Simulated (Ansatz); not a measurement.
**SiH2Br− (SMILES [SiH2-]Br) at 6 levels**

We compute a comparison of 6 runs (UHF/STO-3G, BHLYP/STO-3G, BLYP/STO-3G, r2SCAN0/STO-3G, MP2/STO-3G, CCSDT/STO-3G) of SiH2Br−. 

Program for the calculation: Ansatz 0.2.0.

4 further runs of the same task are left out: 2 that didn't finish, 2 set aside as unsound or not needed.

## Step 1: The system as given

SiH2Br− has 4 atoms, charge -1, and is taken as a singlet. SMILES: `[SiH2-]Br`. The H3–Si1 distance was set to 2.245 Å, away from the relaxed value. At this shape a bond of the SMILES string is far longer than usual.

Bond lengths: Si1–Br2 2.425 Å, Si1–H4 1.496 Å. Angles: Br2–Si1–H4 94.3°. A long bond or contact: Si1–H3 2.245 Å.

## Step 2: A single-point energy at UHF/STO-3G (run 1)

Contents of molecule.yaml:

```yaml
crystal:
  periodic: [false, false, false]
  atoms:
    - symbol: Si
      position_ang: [0.316983, -0.249525, -1.159781]
    - symbol: Br
      position_ang: [2.196653, -0.177875, 0.370699]
    - symbol: H
      position_ang: [-1.209900, -0.529990, 0.461390]
    - symbol: H
      position_ang: [0.223093, 1.237845, -1.293431]
basis:
  gaussian:
    orbitals: STO-3G
hamiltonian:
  xc: hf
accuracy: high
total_charge: -1
magnetization:
  spin_polarized: true
  initial_magnetization: 0
```

On the command line:

```bash
ansatz run molecule.yaml --threads 1 --pin off --max-ram 2610MiB --events-out events.jsonl --progress --plain --runs-dir runs
```

Output:

```text
Warning: RAYON_NUM_THREADS=1 ignored (pool sized by the plan → 1); use --threads N
Functional definition: HF
  name "HF"
  exchange = exact_x
  correlation = 0
410 factors; integrals over basis functions are off by at most 9.9e-9 eV
mean field evaluation 1: about -77038.8117 eV, gradient 9.9e0 eV
mean field evaluation 2: about -77038.8616 eV, gradient 9.9e0 eV
mean field evaluation 4: about -77040.5652 eV, gradient 6.1e-1 eV
mean field evaluation 8: about -77040.5698 eV, gradient 1.9e-5 eV
mean field evaluation 16: about -77040.4018 eV, gradient 3.9e0 eV
mean field -77040.81378369 eV, -2831.1976864115 hartree, gradient 1.8e-8 eV, S^2 0.435655; 1 other end points of the search recorded, 0 dependent functions left out
reference -77040.81378369 eV, -2831.1976864115 hartree; 26, 26 occupied and 3, 3 virtual orbitals, 410 factors
Total energy: -77040.81378369 eV, -2831.1976864115 hartree
```

It took 0.79 s on 1 thread of Arm Neoverse V1, shared host.

## Step 3: The energy at BHLYP/STO-3G (run 2)

Contents of input.yaml:

```yaml
crystal:
  periodic: [false, false, false]
  atoms:
    - {symbol: Si, position_ang: [0.316983, -0.249525, -1.159781]}
    - {symbol: Br, position_ang: [2.196653, -0.177875, 0.370699]}
    - {symbol: H, position_ang: [-1.209900, -0.529990, 0.461390]}
    - {symbol: H, position_ang: [0.223093, 1.237845, -1.293431]}
basis:
  gaussian:
    orbitals: STO-3G
hamiltonian:
  xc: {name: BHLYP}
magnetization:
  spin_polarized: false
total_charge: -1
accuracy: high
```

On the command line:

```bash
ansatz run input.yaml --threads 1 --pin off --max-ram 2610MiB --events-out events.jsonl --progress --plain --runs-dir runs
```

Output:

```text
Warning: RAYON_NUM_THREADS=1 ignored (pool sized by the plan → 1); use --threads N
Functional definition: BHLYP
  name "BHLYP"
  parameter a = 0.5
  exchange = (1 - a)*b88_x + a*exact_x
  correlation = lyp_c
410 factors; integrals over basis functions are off by at most 9.9e-9 eV
mean field evaluation 1: about -77094.1845 eV, gradient 1.7e1 eV
mean field evaluation 2: about -77093.6751 eV, gradient 2.2e1 eV
mean field evaluation 4: about -77096.5378 eV, gradient 1.6e-1 eV
mean field evaluation 8: about -77096.5323 eV, gradient 2.2e-3 eV
mean field -77096.53231115 eV, -2833.2453045283 hartree, gradient 9.2e-8 eV, S^2 0.000000; 0 other end points of the search recorded, 0 dependent functions left out
reference -77096.53233038 eV, -2833.2453052349 hartree; 26, 26 occupied and 3, 3 virtual orbitals, 410 factors
Total energy: -77096.53233038 eV, -2833.2453052349 hartree
```

It took 1.4 s on 1 thread of Arm Neoverse V1, shared host; peak memory 0.098 GiB.

## Step 4: A single-point energy at BLYP/STO-3G (run 3)

Changes to input.yaml since step 3:

```diff
@@ -10,7 +10,5 @@
     orbitals: STO-3G
+total_charge: -1
 hamiltonian:
-  xc: {name: BHLYP}
-magnetization:
-  spin_polarized: false
-total_charge: -1
+  xc: {name: BLYP}
 accuracy: high
```

On the command line:

```bash
ansatz run input.yaml --threads 1 --pin off --max-ram 2610MiB --events-out events.jsonl --progress --plain --runs-dir runs
```

Output:

```text
Warning: RAYON_NUM_THREADS=1 ignored (pool sized by the plan → 1); use --threads N
Functional definition: BLYP
  name "BLYP"
  parameter beta = 0.0042
  parameter a = 0.04918
  parameter b = 0.132
  parameter c = 0.2533
  parameter d = 0.349
  exchange = b88_x(beta = beta)
  correlation = lyp_c(a = a, b = b, c = c, d = d)
410 factors; integrals over basis functions are off by at most 9.9e-9 eV
mean field evaluation 1: about -77086.0301 eV, gradient 2.1e1 eV
mean field evaluation 2: about -77073.8606 eV, gradient 4.1e1 eV
mean field evaluation 4: about -77089.4035 eV, gradient 2.3e0 eV
mean field evaluation 8: about -77089.3950 eV, gradient 1.9e-1 eV
mean field evaluation 16: about -77089.3952 eV, gradient 4.5e-7 eV
mean field -77089.39522430 eV, -2832.9830214243 hartree, gradient 3.1e-9 eV, S^2 0.000000; 0 other end points of the search recorded, 0 dependent functions left out
reference -77089.39526242 eV, -2832.9830228253 hartree; 26, 26 occupied and 3, 3 virtual orbitals, 410 factors
Total energy: -77089.39526242 eV, -2832.9830228253 hartree
```

Run time: 1.3 s. Hardware: 1 thread of Arm Neoverse V1, shared host; peak memory 0.096 GiB.

Runs 4 to 5 aren't shown in full; the table further down has their settings and results.

## Step 5: The energy at CCSDT/STO-3G (run 6)

Contents of run.yaml:

```yaml
basis:
  gaussian:
    orbitals: STO-3G
crystal:
  periodic: [false, false, false]
  atoms:
    - symbol: Si
      position_ang: [0.316983, -0.249525, -1.159781]
    - symbol: Br
      position_ang: [2.196653, -0.177875, 0.370699]
    - symbol: H
      position_ang: [-1.209900, -0.529990, 0.461390]
    - symbol: H
      position_ang: [0.223093, 1.237845, -1.293431]
correlation:
  method: ccsdt
  frozen_orbitals: {Br: 9, H: 0, Si: 5}
scf:
  omitted_lower_state_checks: [cluster_reference, increment]
total_charge: -1
accuracy: high
```

On the command line:

```bash
ansatz run run.yaml --threads 1 --pin off --max-ram 2610MiB --events-out events.jsonl --progress --plain --runs-dir runs
```

Output:

```text
Warning: RAYON_NUM_THREADS=1 ignored (pool sized by the plan → 1); use --threads N
[... 11 lines left out ...]
14 core orbitals not correlated: weight in the atoms' cores, before any rotation towards them, 1.000 or more for the frozen orbitals, at most 0.000 for the correlated occupied ones
[... 26 lines left out ...]
Total energy: -77042.73608854 eV, -2831.2683298118 hartree
Checks for a lower state left out: cluster_reference, increment
```

Wall time 0.54 s (1 thread of Arm Neoverse V1, shared host).

## Step 6: The series

```csv
run,level,frozen core orbitals,energy (Eh),wall time
1,UHF/STO-3G,–,-2831.197686,0.79 s
2,BHLYP/STO-3G,–,-2833.245305,1.4 s
3,BLYP/STO-3G,–,-2832.983023,1.3 s
4,r2SCAN0/STO-3G,–,-2833.279248,3.6 s
5,MP2/STO-3G,14,-2831.240221,0.26 s
6,CCSDT/STO-3G,14,-2831.268330,0.54 s
```

## Step 7: Summary of results

```
                                           quantity           value
                                run 6: total energy  -2831.26833 Eh
run 6: correlation energy (14 core orbitals frozen)       -79.6 mEh
                               run 6: T1 diagnostic           0.016
```

**Reading.** Below the UHF energy at the same shape and in the same basis (STO-3G): MP2 -42.5 mEh; CCSDT -70.6 mEh. Some of these start from another determinant than that one, so these aren't their correlation energies. Totals of different functionals can't be ranked against each other. In runs 5, 6 the log says that unrestricted orbitals would lower the reference, so the values rest on an unstable closed-shell determinant (other closed-shell runs at this shape may share the fault). In runs 1, 2, 3, 4, 5, 6 the basis is minimal, so the values are rough. Spin contamination of the reference: run 1 ⟨S²⟩ = 0.44. All runs together took 7.9 s, the longest 3.6 s.
